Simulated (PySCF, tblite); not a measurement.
# C₄H₇F₂O−: dynamics, then NMR shifts on frames

How do NMR shifts of C₄H₇F₂O− (`CCC(F)(F)C[O-]`) change as the atoms move?

Programs: tblite 0.8.0 and PySCF 2.14.0, with density-fitted response routines of our own. Each step states its level of theory. These are calculated values for one molecule in the gas phase, unless marked as measured. Atoms count from 0, in the outputs and in this text.

## Step 1: Starting geometry

14 atoms, charge -1, multiplicity 1; geometry from: GFN2-xTB.

Bonds of the start (Å): C0–C1 1.52, C1–C2 1.52, C2–F3 1.38, C2–F4 1.39, C2–C5 1.58, C5–O6 1.30, C0–H7 1.09, C0–H8 1.09, C0–H9 1.09, C1–H10 1.09, C1–H11 1.09, C5–H12 1.14, C5–H13 1.15.

## Step 2: Dynamics with GFN2-xTB

The job: settings as JSON, then the geometry in Å.

```
{"job": {"kind": "md", "xc": "GFN2-xTB", "basis": "xTB", "temperature": 400, "steps": 2000, "every": 50, "frames": 5}, "charge": -1, "multiplicity": 1}
C      1.936838     0.259369     0.097276
C      0.515538    -0.008756     0.569916
C     -0.538336     0.161863    -0.506921
F     -0.105261    -0.393263    -1.693743
F     -0.672813     1.507005    -0.840316
C     -1.917834    -0.460018    -0.042091
O     -1.793404    -1.545604     0.655836
H      2.033628     1.289326    -0.245041
H      2.189616    -0.401737    -0.728622
H      2.646806     0.093190     0.907183
H      0.243062     0.665737     1.383818
H      0.376337    -1.035880     0.920229
H     -2.512507    -0.554248    -1.006195
H     -2.402347     0.422542     0.506504
```

Level: GFN2-xTB Langevin dynamics, gas phase.

Command:

```bash
OMP_NUM_THREADS=1 python probes_run.py task.json out
```

One launch serves the whole session: the jobs run in the order shown.

Log:

```text
t/fs     T/K      E/eV
    0.0   309.9   -703.59270
   25.0   265.8   -703.22667
   50.0   265.9   -703.25257
   75.0   258.8   -703.26253
  100.0   172.6   -703.09425
  125.0   357.0   -703.18378
  150.0   372.1   -703.18380
  175.0   325.7   -703.04228
  200.0   411.2   -703.22458
  225.0   342.8   -703.14167
  250.0   309.3   -703.21166
  275.0   340.9   -703.13113
  300.0   287.5   -702.98658
  325.0   316.0   -702.99384
  350.0   269.1   -702.75358
  375.0   490.3   -703.07634
  400.0   447.0   -702.99039
  425.0   438.7   -702.78031
  450.0   584.6   -703.00177
  475.0   351.8   -702.69713
  500.0   450.3   -702.96290
  525.0   312.1   -702.79966
  550.0   258.7   -702.66836
  575.0   458.7   -702.96247
  600.0   507.8   -702.85805
  625.0   502.9   -703.15952
  650.0   424.9   -703.08062
  675.0   354.5   -703.12834
  700.0   206.0   -702.84194
  725.0   341.0   -702.87910
  750.0   472.0   -702.68629
  775.0   429.5   -703.07319
  800.0   416.3   -703.01324
  825.0   410.4   -703.06866
  850.0   328.0   -702.81935
  875.0   267.1   -702.74259
  900.0   398.2   -702.98880
  925.0   262.6   -702.78073
  950.0   428.5   -702.81299
  975.0   288.8   -702.70096
 1000.0   307.4   -702.80319
```

It took 9 s on 1 thread of Arm Neoverse V1, shared host; peak memory 0.18 GiB.

Distance from the start (root mean square after alignment): 0 fs 0.00 Å, 200 fs 0.34 Å, 400 fs 0.86 Å, 600 fs 1.33 Å, 800 fs 0.78 Å, 1000 fs 0.74 Å.

Positions (Å) and forces (eV/Å) at 1000 fs:

```xyz
14

C     2.438   -1.160    0.609   -0.455   -0.232    2.265
C     1.356   -0.059    0.894    0.542   -2.494   -1.340
C     0.009   -0.179    0.194   -0.703   -0.169    0.029
F     0.057   -1.067   -0.847   -0.026   -0.055   -0.003
F    -0.188    1.031   -0.449   -0.050    0.603   -0.467
C    -1.293   -0.440    1.145    0.994   -0.791   -1.451
O    -1.324   -1.690    1.460   -0.484    0.349    0.746
H     2.673   -1.133   -0.428    0.458   -0.366   -0.426
H     2.135   -2.161    0.995   -0.447    0.581   -0.952
H     3.307   -0.997    1.313   -0.425    0.515   -1.153
H     1.740    0.815    0.470    0.862    1.709    0.160
H     1.173   -0.110    1.913   -0.222    0.568    1.864
H    -2.156   -0.064    0.444    0.419   -0.045    0.712
H    -1.097    0.352    1.950   -0.465   -0.173    0.015
```

## Step 3: NMR shieldings: 250 fs, PBE0/pcSseg-1

The job: settings as JSON, then the geometry in Å.

```
{"job": {"kind": "nmr", "xc": "PBE0", "basis": "pcSseg-1", "pop": false}, "charge": -1, "multiplicity": 1}
C      2.057000    -0.203100    -0.240900
C      0.646800    -0.227400     0.496200
C     -0.539100    -0.310900    -0.515200
F     -0.117500    -0.339200    -1.816700
F     -1.201100     0.920200    -0.488600
C     -1.545300    -1.478900    -0.055000
O     -1.256500    -2.007400     1.077100
H      2.364500     0.850600    -0.581000
H      2.037700    -0.804500    -1.129900
H      2.826500    -0.543600     0.380800
H      0.436300     0.628400     1.138900
H      0.551000    -1.109100     1.126100
H     -1.480800    -2.202400    -0.970200
H     -2.610100    -0.987800    -0.073900
```

Method: GIAO PBE0/pcSseg-1 NMR shielding, non-relativistic, gas phase.

Log:

```text
coarse grid: 11944 points
cycle   1  E = -430.7091045303  dE =  7.027e-01  |g| = 1.157e+00  |ddm| = 3.095e+00
cycle   2  E = -428.2539845668  dE =  2.455e+00  |g| = 2.855e+00  |ddm| = 1.365e+01
cycle   3  E = -430.8735776585  dE = -2.620e+00  |g| = 6.545e-01  |ddm| = 1.354e+01
cycle   4  E = -430.9604066640  dE = -8.683e-02  |g| = 1.737e-01  |ddm| = 7.399e-01
cycle   5  E = -430.9665763537  dE = -6.170e-03  |g| = 5.606e-02  |ddm| = 3.096e-01
cycle   6  E = -430.9670706975  dE = -4.943e-04  |g| = 2.580e-02  |ddm| = 7.962e-02
cycle   7  E = -430.9672181481  dE = -1.475e-04  |g| = 2.571e-03  |ddm| = 2.157e-02
cycle   8  E = -430.9672195550  dE = -1.407e-06  |g| = 9.181e-04  |ddm| = 3.755e-03
final grid: 116856 points
cycle   9  E = -431.0341147332  dE = -3.483e-05  |g| = 9.964e-03  |ddm| = 2.318e-02
cycle  10  E = -431.0340882431  dE =  2.649e-05  |g| = 1.570e-02  |ddm| = 2.349e-02
cycle  11  E = -431.0341342574  dE = -4.601e-05  |g| = 1.461e-03  |ddm| = 1.677e-02
cycle  12  E = -431.0341346935  dE = -4.360e-07  |g| = 2.963e-04  |ddm| = 2.161e-03
cycle  13  E = -431.0341347069  dE = -1.343e-08  |g| = 1.445e-04  |ddm| = 4.327e-04
cycle  14  E = -431.0341347100  dE = -3.054e-09  |g| = 2.332e-05  |ddm| = 1.364e-04
cycle  15  E = -431.0341347101  dE = -1.049e-10  |g| = 6.432e-06  |ddm| = 3.203e-05
converged SCF energy = -431.0341347101

GIAO shielding tensors (ppm)
atom      isotropic    diamagn.    paramagn.     s11        s22        s33       span
  0 C      176.543     244.981     -68.437    168.948    172.800    187.882     18.934
  1 C      156.950     249.837     -92.887    134.993    160.163    175.695     40.702
  2 C       41.693     241.217    -199.524     20.643     45.493     58.944     38.301
  3 F      308.725     475.856    -167.131    215.045    331.546    379.583    164.539
  4 F      273.838     478.166    -204.329    159.198    300.800    361.515    202.317
  5 C       91.218     235.575    -144.358     63.216     73.766    136.671     73.456
  6 O      228.682     402.671    -173.990     58.985    253.964    373.096    314.110
  7 H       29.960      28.743       1.216     25.936     27.618     36.325     10.389
  8 H       31.007      30.668       0.339     26.144     30.827     36.049      9.905
  9 H       32.297      30.363       1.934     27.401     30.013     39.476     12.075
 10 H       30.967      32.075      -1.109     26.912     29.544     36.443      9.531
 11 H       26.337      29.867      -3.531     20.207     23.994     34.810     14.603
 12 H       25.059      25.965      -0.905     20.494     24.807     29.876      9.382
 13 H       24.447      26.133      -1.685     20.001     24.287     29.054      9.052
```

Wall time 16 s (1 thread of Arm Neoverse V1, shared host); peak memory 0.72 GiB.

The references, computed at this level on geometries of the same kind, shield at (ppm): ¹H TMS 31.72, ¹³C TMS 186.9, ¹⁹F CFCl3 170.9, ¹⁷O H2O 336.1. Their shielding less the atom's gives the shift. The references are single molecules in the gas phase, so shifts against H2O, NH3, PH3, H3PO4 or CFCl3 are not on the usual liquid scales and can be off by tens of ppm. Each atom is listed at this fixed geometry, with no averaging over motion; a spectrum would average atoms that exchange fast.

```
atoms                                 environment  σ (ppm)  δ (ppm)
   C2  fully substituted sp3 carbon bonded to 2 F     41.7    145.2
   C5                         sp3 CH2 bonded to O     91.2     95.7
   C1                                     sp3 CH2    157.0     30.0
   C0                               methyl carbon    176.5     10.4
  H13          hydrogen on an sp3 CH2 bonded to O    24.45     7.27
  H12          hydrogen on an sp3 CH2 bonded to O    25.06     6.66
  H11                      hydrogen on an sp3 CH2    26.34     5.38
   H7                 hydrogen on a methyl carbon    29.96     1.76
  H10                      hydrogen on an sp3 CH2    30.97     0.75
   H8                 hydrogen on a methyl carbon    31.01     0.71
   H9                 hydrogen on a methyl carbon    32.30    -0.58
   F4                     fluorine of a CF2 group    273.8   -102.9
   F3                     fluorine of a CF2 group    308.7   -137.8
   O6                          oxygen bonded to C    228.7    107.4
```

## Step 4: Shielding tensors: 425 fs, PBE0/pcSseg-1

The job: settings as JSON, then the geometry in Å.

```
{"job": {"kind": "nmr", "xc": "PBE0", "basis": "pcSseg-1", "pop": false}, "charge": -1, "multiplicity": 1}
C      2.119100    -0.963100    -0.450300
C      1.020200    -0.258300     0.366000
C     -0.403200    -0.331200    -0.391100
F     -0.193000    -0.347000    -1.751500
F     -1.022700     0.786900    -0.238400
C     -1.201200    -1.698500     0.376200
O     -0.897800    -1.880400     1.578300
H      2.479600    -0.183400    -1.227600
H      1.625300    -1.824100    -0.937600
H      2.943800    -1.347800     0.065000
H      1.264400     0.808400     0.610400
H      0.777200    -0.711600     1.292400
H     -0.874300    -2.570300    -0.360400
H     -2.266500    -1.499400     0.077000
```

Level: GIAO PBE0/pcSseg-1 NMR shielding, non-relativistic, gas phase.

Log:

```text
coarse grid: 11944 points
cycle   1  E = -430.7003695396  dE =  7.908e-01  |g| = 1.132e+00  |ddm| = 3.132e+00
cycle   2  E = -429.3811349349  dE =  1.319e+00  |g| = 2.598e+00  |ddm| = 8.068e+00
cycle   3  E = -430.9178902143  dE = -1.537e+00  |g| = 4.065e-01  |ddm| = 7.663e+00
cycle   4  E = -430.9463214264  dE = -2.843e-02  |g| = 1.691e-01  |ddm| = 5.889e-01
cycle   5  E = -430.9506413627  dE = -4.320e-03  |g| = 3.022e-02  |ddm| = 1.142e-01
cycle   6  E = -430.9507924203  dE = -1.511e-04  |g| = 1.460e-02  |ddm| = 3.542e-02
cycle   7  E = -430.9508324301  dE = -4.001e-05  |g| = 2.134e-03  |ddm| = 1.447e-02
cycle   8  E = -430.9508331798  dE = -7.497e-07  |g| = 9.751e-04  |ddm| = 3.400e-03
final grid: 116856 points
cycle   9  E = -431.0161003269  dE = -3.186e-05  |g| = 1.036e-02  |ddm| = 2.497e-02
cycle  10  E = -431.0160678794  dE =  3.245e-05  |g| = 1.681e-02  |ddm| = 2.431e-02
cycle  11  E = -431.0161211840  dE = -5.330e-05  |g| = 1.604e-03  |ddm| = 1.725e-02
cycle  12  E = -431.0161217255  dE = -5.414e-07  |g| = 2.654e-04  |ddm| = 2.079e-03
cycle  13  E = -431.0161217359  dE = -1.045e-08  |g| = 1.249e-04  |ddm| = 3.177e-04
cycle  14  E = -431.0161217383  dE = -2.329e-09  |g| = 2.276e-05  |ddm| = 1.135e-04
cycle  15  E = -431.0161217383  dE = -8.879e-11  |g| = 6.659e-06  |ddm| = 2.698e-05
converged SCF energy = -431.0161217383

GIAO shielding tensors (ppm)
atom      isotropic    diamagn.    paramagn.     s11        s22        s33       span
  0 C      173.325     246.782     -73.458    164.904    172.549    182.521     17.616
  1 C      156.357     252.424     -96.067    124.690    169.617    174.762     50.072
  2 C       44.232     239.877    -195.645     22.270     48.463     61.964     39.694
  3 F      329.618     476.552    -146.934    216.712    355.509    416.632    199.920
  4 F      312.681     476.293    -163.612    261.636    310.398    366.010    104.375
  5 C       94.000     236.781    -142.781     50.195     80.037    151.768    101.573
  6 O      230.474     401.726    -171.251     90.460    236.303    364.660    274.199
  7 H       29.316      28.473       0.844     24.717     27.982     35.250     10.533
  8 H       29.811      29.726       0.086     24.999     29.788     34.647      9.648
  9 H       32.088      30.254       1.834     27.897     29.398     38.969     11.072
 10 H       31.371      32.454      -1.082     26.886     30.370     36.858      9.972
 11 H       27.294      31.580      -4.286     22.304     25.233     34.346     12.042
 12 H       24.757      26.559      -1.802     20.468     23.474     30.328      9.860
 13 H       25.741      27.149      -1.408     22.200     25.078     29.945      7.746
```

Run time: 16 s. Hardware: 1 thread of Arm Neoverse V1, shared host; peak memory 0.78 GiB.

Key values: δ C2 142.7, C5 92.9, C1 30.6, C0 13.6, H12 6.96, H13 5.98 ppm.

(Part 1 of 2 ends here.)
